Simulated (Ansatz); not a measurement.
# Sb2Ru: the cost of one run

Computed with Ansatz 0.2.0 (DFT PBEsol, spin-orbit coupling, plane waves, PAW, unless a step's input says otherwise).

## Step 1: Starting point

Symmetry: Pnnm, No. 58, orthorhombic system. Conventional cell: a = 5.951 Å, b = 6.674 Å, c = 3.179 Å, α = 90.00°, β = 90.00°, γ = 90.00°. Around Sb (site symmetry m) lie 3 Ru at 2.63 to 2.65 Å and 1 Sb at 2.86 Å. Ru (site symmetry 2/m) is surrounded by 6 Sb at 2.63 to 2.65 Å.

As a file:

```xyz
6
Lattice="5.9514 0.0000 0.0000 0.0000 6.6743 0.0000 0.0000 0.0000 3.1790" Properties=species:S:1:pos:R:3 pbc="T T T"
Sb    1.0784    2.3961    0.0000
Sb    4.8730    4.2782    0.0000
Sb    4.0541    0.9411    1.5895
Sb    1.8973    5.7332    1.5895
Ru    0.0000    0.0000    0.0000
Ru    2.9757    3.3371    1.5895
```

The structure rests on an entry of the Crystallography Open Database; cell or positions may have been set otherwise for this series.

## Step 2: Single point: Sb2Ru

Contents of input.yaml:

```yaml
crystal:
  lattice:
    - [5.9514, 0.0, 0.0]
    - [0.0, 6.6743, 0.0]
    - [0.0, 0.0, 3.179]
  atoms:
    - { symbol: Sb, position: [0.1812, 0.359, 0.0] }
    - { symbol: Sb, position: [0.8188, 0.641, 0.0] }
    - { symbol: Sb, position: [0.6812, 0.141, 0.5] }
    - { symbol: Sb, position: [0.3188, 0.859, 0.5] }
    - { symbol: Ru, position: [0.0, 0.0, 0.0] }
    - { symbol: Ru, position: [0.5, 0.5, 0.5] }
scf:
  occupations: { method: gaussian, width: 0.01 }
output:
  forces: false
  stress: false
  eigenvalues: true
  write_density: true
  write_potential: true
  elf: true
  volumetric_format: npy
kpoints:
  mp_grid: { grid: [8, 8, 16] }
  band_path:
    path:
      - [[0.0, 0.0, 0.0], [0.5, 0.0, 0.0], [0.5, 0.5, 0.0], [0.0, 0.5, 0.0], [0.0, 0.0, 0.0], [0.0, 0.0, 0.5], [0.5, 0.0, 0.5], [0.5, 0.5, 0.5], [0.0, 0.5, 0.5], [0.0, 0.0, 0.5]]
      - [[0.5, 0.0, 0.0], [0.5, 0.0, 0.5]]
      - [[0.0, 0.5, 0.0], [0.0, 0.5, 0.5]]
      - [[0.5, 0.5, 0.0], [0.5, 0.5, 0.5]]
    npoints: 16
magnetization:
  noncollinear: true
  spin_orbit: true
hamiltonian:
  xc: pbesol
```

Run with:

```
> ansatz run input.yaml --threads 8 --pin off --max-ram 22528MiB --backend cpu --events-out ev --progress --plain --runs-dir out
```

What time and memory should one allow on 8 threads of Intel Xeon 6975P-C (Granite Rapids), shared host?

About 80 s, with a peak of 5.4 GiB.
